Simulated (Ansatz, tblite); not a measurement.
# CBF3O: one state, many levels

One table from this session's results is given with a row withheld; the runs are named, their logs left out.

Method: as each input shows; program: Ansatz 0.2.0, Gaussian basis.

Plan: GFN1-xTB, GFN2-xTB, PBE-D4/def2-TZVP, r2SCAN-D4/def2-TZVP, ωB97X-V/def2-TZVP, BLYP-D4/def2-TZVP, HF/def2-TZVP, BHLYP-D4/def2-TZVP, r2SCAN0-D4/def2-TZVP, PBE-QIDH/def2-TZVP, HSE06-D4/def2-TZVP, PBE-D4/def2-SVP, PBE0-D4/def2-SVP, HF/STO-3G, PBE0-D4/def2-TZVPD, PBE-D4/def2-TZVPD, r2SCAN-D4/def2-TZVPD, CCSD(T)/def2-TZVPP, MP2/def2-TZVP, RPA/def2-TZVP.

### The geometry

The singlet was relaxed beforehand with r2SCAN-D4/def2-SVP.

6 atoms, charge 0, spin multiplicity 1.

Bond lengths: B1–F4 1.317 Å, B1–F5 1.318 Å, B1–F6 1.317 Å, C2–O3 1.130 Å. Angles: F4–B1–F5 119.9°, F4–B1–F6 119.9°, F5–B1–F6 119.9°.

PBE0-D4/def2-TZVP was run before; its log isn't repeated, and its numbers join the tables.

The first run:

Tight binding, by tblite at 300 K electronic temperature and without a spin-polarisation term:

```python
tblite.interface.Calculator('GFN1-xTB', numbers, positions, charge=0, uhf=0).singlepoint()
```

Tight binding, by tblite at 300 K electronic temperature and without a spin-polarisation term:

```python
tblite.interface.Calculator('GFN2-xTB', numbers, positions, charge=0, uhf=0).singlepoint()
```

start.molden holds the orbitals of an earlier run on this state, given as this run's starting guess.

File in.yaml:

```yaml
crystal:
  periodic: [false, false, false]
  atoms:
    - {symbol: B, position_ang: [-0.022449, 0.003355, -1.051667]}
    - {symbol: C, position_ang: [0.034511, -0.005104, 1.606652]}
    - {symbol: O, position_ang: [0.058393, -0.008449, 2.736599]}
    - {symbol: F, position_ang: [1.292527, -0.025701, -1.125137]}
    - {symbol: F, position_ang: [-0.656770, 1.158053, -1.081566]}
    - {symbol: F, position_ang: [-0.706212, -1.122154, -1.084881]}
basis:
  gaussian: {orbitals: def2-TZVP, initial_orbitals: start.molden}
hamiltonian: {xc: pbe, dispersion: d4}
scf: {omitted_lower_state_checks: [starts]}
output: {forces: true, orbitals: {seedname: orbitals}}
```

Command:

```sh
$ ansatz run in.yaml --threads 4 --pin off --events-out ev --progress --plain --max-ram 3916MiB
```

Steps of the session up to this table: PBE-D4/def2-TZVP; r2SCAN-D4/def2-TZVP; ωB97X-V/def2-TZVP; BLYP-D4/def2-TZVP; HF/def2-TZVP; BHLYP-D4/def2-TZVP; r2SCAN0-D4/def2-TZVP; PBE-QIDH/def2-TZVP; HSE06-D4/def2-TZVP; PBE-D4/def2-SVP; PBE0-D4/def2-SVP; HF/STO-3G; PBE0-D4/def2-TZVPD; PBE-D4/def2-TZVPD; r2SCAN-D4/def2-TZVPD; CCSD(T)/def2-TZVPP; MP2/def2-TZVP; RPA/def2-TZVP.

One table of the session follows, with a row left open; its other results are not shown here.

| level | HOMO (eV) | LUMO (eV) | gap (eV) |
| --- | --- | --- | --- |
| HF/STO-3G | -12.58 | 7.82 | 20.39 |
| HF/def2-TZVP | -15.88 | 2.90 | 18.79 |
| PBE-D4/def2-SVP | -9.33 | -2.35 | 6.97 |
| PBE-D4/def2-TZVP | ? | ? | ? |
| PBE-D4/def2-TZVPD | -9.66 | -2.55 | 7.11 |
| BLYP-D4/def2-TZVP | -9.58 | -2.42 | 7.16 |
| r2SCAN-D4/def2-TZVP | -10.11 | -2.26 | 7.85 |
| r2SCAN-D4/def2-TZVPD | -10.12 | -2.29 | 7.83 |
| PBE0-D4/def2-SVP | -11.24 | -1.14 | 10.10 |
| PBE0-D4/def2-TZVP | -11.40 | -1.26 | 10.13 |
| PBE0-D4/def2-TZVPD | -11.41 | -1.31 | 10.10 |
| r2SCAN0-D4/def2-TZVP | -11.72 | -1.12 | 10.60 |
| HSE06-D4/def2-TZVP | -10.98 | -1.66 | 9.32 |
| BHLYP-D4/def2-TZVP | -13.15 | -0.04 | 13.11 |
| ωB97X-V/def2-TZVP | -14.03 | 1.21 | 15.23 |

Q: Estimate the row for PBE-D4/def2-TZVP from the others.

As computed: HOMO (eV): -9.63; LUMO (eV): -2.51; gap (eV): 7.12. In the column «HOMO (eV)» it lies between PBE-D4/def2-TZVPD (-9.66) and BLYP-D4/def2-TZVP (-9.58).
